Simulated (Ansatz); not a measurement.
# C₂H₇BSi: small, medium and large basis sets

An exercise on one series of results from a longer session: the logs are not shown, and one member is left open.

The runs use Ansatz 0.2.0, Gaussian basis; one geometry, several basis sets.

Levels to be run: PBE0-D4/def2-SVP; ωB97M-V/def2-SVP; PBE0-D4/def2-QZVPP; ωB97M-V/def2-QZVPP; the functionals' def2-TZVPP values are taken from earlier runs.

## The geometry

An earlier PBE0-D4 in a triple-zeta def2 set relaxation fixed the geometry.

SMILES `B/C=C/[SiH3]`, 11 atoms, charge 0, spin multiplicity 1.

Atoms are counted from 1 here; the program's logs count them from 0.

Bond lengths: B1–C2 1.539 Å, B1–H5 1.197 Å, B1–H6 1.198 Å, C2–C3 1.347 Å, C2–H7 1.091 Å, C3–Si4 1.869 Å, C3–H8 1.091 Å, Si4–H9 1.488 Å, Si4–H10 1.485 Å, Si4–H11 1.488 Å. Angles: C2–B1–H5 121.9°, C2–B1–H6 118.7°, H5–B1–H6 119.5°, B1–C2–C3 121.3°, B1–C2–H7 120.9°, C3–C2–H7 117.8°, C2–C3–Si4 124.8°, C2–C3–H8 117.0°, Si4–C3–H8 118.2°, C3–Si4–H9 109.9°, C3–Si4–H10 109.3°, C3–Si4–H11 109.9°, H9–Si4–H10 109.8°, H9–Si4–H11 108.0°, H10–Si4–H11 109.8°.

As a file:

```xyz
11

B    -0.1749    2.2745   -0.3063
C     0.1492    0.8928    0.2883
C    -0.1789   -0.2414   -0.3592
Si    0.1633   -1.9671    0.2714
H     0.1067    3.2889    0.2625
H    -0.7256    2.3281   -1.3691
H     0.6521    0.8012    1.2516
H    -0.6817   -0.1340   -1.3218
H     1.0155   -2.7026   -0.7011
H     0.8538   -1.8829    1.5834
H    -1.1141   -2.7146    0.4208
```

The first run:

The input, in.yaml:

```yaml
crystal:
  periodic: [false, false, false]
  atoms:
    - {symbol: B, position_ang: [-0.174897, 2.274544, -0.306292]}
    - {symbol: C, position_ang: [0.149185, 0.892765, 0.288295]}
    - {symbol: C, position_ang: [-0.178906, -0.241395, -0.359244]}
    - {symbol: Si, position_ang: [0.163306, -1.967090, 0.271399]}
    - {symbol: H, position_ang: [0.106676, 3.288928, 0.262535]}
    - {symbol: H, position_ang: [-0.725610, 2.328066, -1.369121]}
    - {symbol: H, position_ang: [0.652102, 0.801235, 1.251582]}
    - {symbol: H, position_ang: [-0.681725, -0.133986, -1.321832]}
    - {symbol: H, position_ang: [1.015478, -2.702631, -0.701075]}
    - {symbol: H, position_ang: [0.853830, -1.882903, 1.583443]}
    - {symbol: H, position_ang: [-1.114138, -2.714633, 0.420810]}
basis:
  gaussian: {orbitals: def2-SVP}
hamiltonian: {xc: pbe0, dispersion: d4}
output: {orbitals: {seedname: orbitals}}
```

Run with:

```console
$ ansatz run in.yaml --threads 2 --pin off --events-out ev --progress --plain --max-ram 4352MiB
```

Among the steps run: PBE0-D4 in def2-SVP; ωB97M-V in def2-SVP; PBE0-D4 in def2-QZVPP; ωB97M-V in def2-QZVPP.

One table of the session follows, with a row left open; its other results are not shown here.

```
functional       basis  HOMO (eV)  LUMO (eV)
   PBE0-D4    def2-SVP      -8.45      -2.34
   PBE0-D4  def2-TZVPP          ?          ?
   PBE0-D4  def2-QZVPP      -8.47      -2.41
   ωB97M-V    def2-SVP     -10.59      -0.25
   ωB97M-V  def2-TZVPP     -10.64      -0.39
   ωB97M-V  def2-QZVPP     -10.64      -0.42
```

Estimate the missing values for PBE0-D4, def2-TZVPP.

As computed: HOMO (eV): -8.47; LUMO (eV): -2.40.
